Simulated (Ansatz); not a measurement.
AsH (charge +1), a ladder of basis sets

With the Python package of Ansatz (0.2.0).

Interactive session:
```pycon
>>> import ansatz as az
>>> ash = (
...     az.Crystal.molecule()
...     .atom("As", [0.0, 0.0, 0.0])
...     .atom("H", [0.0, 0.0, 1.595])
... )
>>> setup = (
...     ash.calculation()
...     .functional("pbe0")
...     .charge(1)
...     .spin("collinear", total=1)
... )
>>> energies = {}
>>> for basis in ["cc-pVDZ", "cc-pVTZ", "cc-pVQZ"]:
...     data = setup.basis(gaussian=basis).run().report
...     size = data["n_frozen"] + data["n_occupied"][0] + data["n_virtual"][0]
...     energies[basis] = (data["reference_energy_ev"] / 27.211386246, data["free_energy_ev"] / 27.211386246)
...     print(f"{basis:14s} {size:4d} orbitals  reference {energies[basis][0]:14.6f} Ha  total {energies[basis][1]:14.6f} Ha")
...
cc-pVDZ          32 orbitals  reference   -2235.758906 Ha  total   -2235.758906 Ha
cc-pVTZ          57 orbitals  reference   -2235.828739 Ha  total   -2235.828739 Ha
cc-pVQZ          98 orbitals  reference   -2235.831806 Ha  total   -2235.831806 Ha
>>> last = energies["cc-pVQZ"][1]
>>> for basis, (_, total) in energies.items():
...     print(f"{basis:14s} lies {27.211386 * (total - last):9.4f} eV above cc-pVQZ")
...
cc-pVDZ        lies    1.9837 eV above cc-pVQZ
cc-pVTZ        lies    0.0834 eV above cc-pVQZ
cc-pVQZ        lies    0.0000 eV above cc-pVQZ
```

Against cc-pVDZ: cc-pVTZ -69.8 mHa and cc-pVQZ -72.9 mHa. The last step alone is -3.07 mHa. From the first set to the last the time grows from 0.8 to 2.1 s.

The drop along the ladder measures the basis error, and is no property of the molecule. The geometry is a force-field or estimated start, not a minimum of this method, and the last set is no limit. Much of the fall in a total is atomic energy, which cancels in bond and reaction energies. The species is open-shell (spin multiplicity 2). It ran for 4.6 s on 1 thread of Arm Neoverse V2 (shared host), peak memory 0.21 GiB.
